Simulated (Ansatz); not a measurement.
What does this script print? It uses the Ansatz DFT code, driven from Python.

`aso.xyz`
```text
2

As    0.00000    0.00000    0.00000
O     0.00000    0.00000    1.77500
```

`aso_freq.py`
```python
"""Harmonic frequencies of AsO at its relaxed geometry."""

from dataclasses import dataclass
import itertools
import warnings

import ansatz
from ase.data import atomic_numbers, covalent_radii
import numpy as np


@dataclass(frozen=True)
class Settings:
    basis_set: str = "def2-SVP"
    xc: str = "b3lyp"
    dispersion: str = "d4"


settings = Settings()

warnings.simplefilter("ignore", ansatz.DeckWarning)

mol = ansatz.Crystal.molecule_from_extxyz("aso.xyz")

setup = (
    mol.calculation()
    .basis(gaussian=settings.basis_set)
    .functional(settings.xc, dispersion=settings.dispersion)
    .spin("collinear", total=1)
)
symbols = [site.symbol for site in mol.cartesian_sites]
start = np.array([site.position_ang for site in mol.cartesian_sites], dtype=float)
rep = setup.relax(force_tolerance=0.003, max_steps=100).run(threads=1, pin="off").report
end = np.array(rep["positions_ang"])

# pairs closer than 1.2 times the sum of covalent radii, before or after
radius = [covalent_radii[atomic_numbers[s]] for s in symbols]
span = lambda where, i, j: np.linalg.norm(where[i] - where[j])
bonded = [(i, j) for i, j in itertools.combinations(range(len(symbols)), 2) if min(span(start, i, j), span(end, i, j)) < 1.2 * (radius[i] + radius[j])]
print("pair        before    after (A)")
for i, j in bonded:
    print(f"{symbols[i]}{i}-{symbols[j]}{j}".ljust(10), f"{span(start, i, j):8.4f} {span(end, i, j):8.4f}")

# same settings at the minimum
minimum = ansatz.Crystal.molecule()
for symbol, place in zip(symbols, end):
    minimum = minimum.atom(symbol, place.tolist())
vibrating = (
    minimum.calculation()
    .basis(gaussian=settings.basis_set)
    .functional(settings.xc, dispersion=settings.dispersion)
    .spin("collinear", total=1)
    .phonons(temperatures=(298.15, 498.15, 100))
)
vib = vibrating.run(threads=1, pin="off").report["vibrations"]
sums = vib["harmonic_sums"]
modes = [m["omega_inv_cm"] for m in sums["modes_at_gamma"] if m["rigid_motion"] == "no"]
print("frequencies (1/cm):", " ".join(f"{w:.0f}" for w in modes))
print("imaginary modes:", sum(w < 0 for w in modes), " zero-point energy:", round(sums["zero_point_energy_ev"], 4), "eV")
```

```console
$ python aso_freq.py
pair        before    after (A)
As0-O1       1.7750   1.6309
frequencies (1/cm): 999
imaginary modes: 0  zero-point energy: 0.0619 eV
```

Reading the output:
- The frequencies are harmonic and unscaled, in a modest basis. The result belongs to the one conformer reached from this start, and soft torsions count as harmonic oscillators.
- The species is open-shell (spin multiplicity 2).
- b3lyp holds the VWN-RPA fit, as in Gaussian; the form of ORCA and Turbomole is b3lyp5.
- The spin state was assumed, and another may lie lower.
- Finished in 14 s on 1 thread of Intel(R) Xeon(R) 6975P-C (Granite Rapids) (shared host), peak memory 0.19 GiB.

(Lines on the test bed's own set-up are left out of the output.)
